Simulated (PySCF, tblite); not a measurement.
# C3H6NSi2 radical: geometry, infrared bands and EPR parameters

What infrared bands and EPR parameters should C3H6NSi2 radical (`N#CC1[SiH2][CH][SiH2]1`) show?

Computed with tblite 0.8.0 and PySCF 2.14.0, with density-fitted response routines of our own, on a single molecule in the gas phase. Atoms are numbered from 0 throughout.

### Step 1. The starting structure

12 atoms, charge 0, multiplicity 2; geometry from: force field or distance geometry start.

Bonds of the start (Å): N0–C1 1.17, C1–C2 1.42, C2–Si3 1.90, Si3–C4 1.78, C4–Si5 1.79, Si5–C2 1.90, C2–H6 1.09, Si3–H7 1.49, Si3–H8 1.48, C4–H9 1.08, Si5–H10 1.48, Si5–H11 1.48.

### Step 2. Optimising the geometry with GFN2-xTB

Job settings and geometry (Å):

```
{"job": {"kind": "relax", "xc": "GFN2-xTB", "basis": "xTB"}, "charge": 0, "multiplicity": 2}
N      2.805300    -1.415000     0.187100
C      1.812600    -0.843900     0.441100
C      0.629900    -0.156600     0.806100
Si    -0.944200    -0.944400     0.092700
C     -1.468300     0.657900    -0.475900
Si     0.207500     1.274200    -0.371000
H      0.528900     0.120800     1.854500
H     -1.839500    -1.483300     1.150500
H     -0.723900    -1.888600    -1.027900
H     -2.166500     0.850200    -1.280600
H      0.885300     1.228000    -1.687800
H      0.274300     2.600000     0.285100
```

Run with:

```sh
$ OMP_NUM_THREADS=1 python probes_run.py task.json out
```

The driver reads the jobs from task.json and runs them one after another.

**Question.** This job is followed by: GFN2-xTB harmonic vibrations, gas phase; UKS B3LYP, pcH-1 on C H N Si, non-relativistic, mean-field spin-orbit, GIAO. What will the session give for the following? strongest single infrared mode (GFN2-xTB); zero-point energy (GFN2-xTB); g(iso) (B3LYP); ⟨S²⟩; largest a(iso) (averaged by class); surface potential, 1st and 99th percentile.

**Answer**, as computed:

| quantity | value |
| --- | --- |
| strongest single infrared mode (GFN2-xTB) | 2226 cm⁻¹, 553 km/mol |
| zero-point energy (GFN2-xTB) | 44.4 kcal/mol |
| g(iso) (B3LYP) | 2.00266 |
| ⟨S²⟩ | 0.754 (exact 0.75) |
| largest a(iso) (averaged by class) | 13C on C4, 85.5 MHz |
| surface potential, 1st and 99th percentile | -2.06 V and 1.69 V |

In words: Over 52 steps the energy fell by 0.691 eV; of the close pairs, Si3–C4 changed most, 1.779 to 1.873 Å. All 30 modes are real, so the xTB geometry is a minimum. The strongest single mode, at 2226 cm⁻¹, moves mainly H7 and H11. GFN2-xTB is a fitted tight-binding method: band positions and strengths are rough. Its intensities can rank the bands wrongly. C4 carries the largest spin population, 0.98 e. The isotropic g lies 0.3 ppt above the free-electron value.
